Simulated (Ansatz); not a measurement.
# C₄H₃Se radical: small, medium and large basis sets

The task here is to estimate one member of a computed series from the others.

The runs use Ansatz 0.2.0, Gaussian basis; one geometry, several basis sets.

The runs, in order: PBE0-D4/def2-SVP; ωB97M-V/def2-SVP; PBE0-D4/def2-QZVPP; ωB97M-V/def2-QZVPP; the functionals' def2-TZVPP values are taken from earlier runs.

### The geometry

The geometry comes from an earlier relaxation with PBE0-D4 in a triple-zeta def2 set; it is a stationary point, not always the lowest conformer.

SMILES `[c]1ccc[se]1`, 8 atoms, charge 0, spin multiplicity 2.

Atoms are counted from 1 here; the program's logs count them from 0.

Bond lengths: C1–C2 1.344 Å, C1–Se5 1.839 Å, C2–C3 1.434 Å, C2–H6 1.082 Å, C3–C4 1.356 Å, C3–H7 1.084 Å, C4–Se5 1.867 Å, C4–H8 1.080 Å. Angles: C2–C1–Se5 115.5°, C1–C2–C3 111.6°, C1–C2–H6 124.7°, C3–C2–H6 123.7°, C2–C3–C4 115.6°, C2–C3–H7 122.1°, C4–C3–H7 122.3°, C3–C4–Se5 111.8°, C3–C4–H8 127.8°, Se5–C4–H8 120.5°, C1–Se5–C4 85.5°.

The first run:

in.yaml

```yaml
crystal:
  periodic: [false, false, false]
  atoms:
    - {symbol: C, position_ang: [-0.811170, 1.421505, 0.171153]}
    - {symbol: C, position_ang: [0.368209, 0.941186, 0.600757]}
    - {symbol: C, position_ang: [0.593935, -0.397322, 0.138333]}
    - {symbol: C, position_ang: [-0.392074, -0.927054, -0.627735]}
    - {symbol: Se, position_ang: [-1.802096, 0.272385, -0.868115]}
    - {symbol: H, position_ang: [1.067512, 1.488929, 1.219232]}
    - {symbol: H, position_ang: [1.494114, -0.947841, 0.385889]}
    - {symbol: H, position_ang: [-0.426129, -1.908988, -1.075212]}
basis:
  gaussian: {orbitals: def2-SVP}
magnetization: {spin_polarized: true, initial_magnetization: 1}
hamiltonian: {xc: pbe0, dispersion: d4}
output: {orbitals: {seedname: orbitals}}
```

Command:

```console
> ansatz run in.yaml --threads 4 --pin off --events-out ev --progress --plain --max-ram 10444MiB
```

Steps of the session up to this table: PBE0-D4 in def2-SVP; ωB97M-V in def2-SVP; PBE0-D4 in def2-QZVPP; ωB97M-V in def2-QZVPP.

One of the session's tables, all rows but one given; the rest of the session is left out.

It belongs to the step «Functionals by basis». 

| functional | basis | HOMO (eV) | LUMO (eV) |
| --- | --- | --- | --- |
| PBE0-D4 | def2-SVP | -6.85 | -2.81 |
| PBE0-D4 | def2-TZVPP | ? | ? |
| PBE0-D4 | def2-QZVPP | -6.89 | -2.96 |
| ωB97M-V | def2-SVP | -8.97 | -0.84 |
| ωB97M-V | def2-TZVPP | -9.00 | -1.09 |
| ωB97M-V | def2-QZVPP | -9.01 | -1.14 |

Estimate the missing values for PBE0-D4, def2-TZVPP.

**Answer.** HOMO (eV): -6.87; LUMO (eV): -2.94. In the column «HOMO (eV)» it lies between PBE0-D4, def2-QZVPP (-6.89) and PBE0-D4, def2-SVP (-6.85).
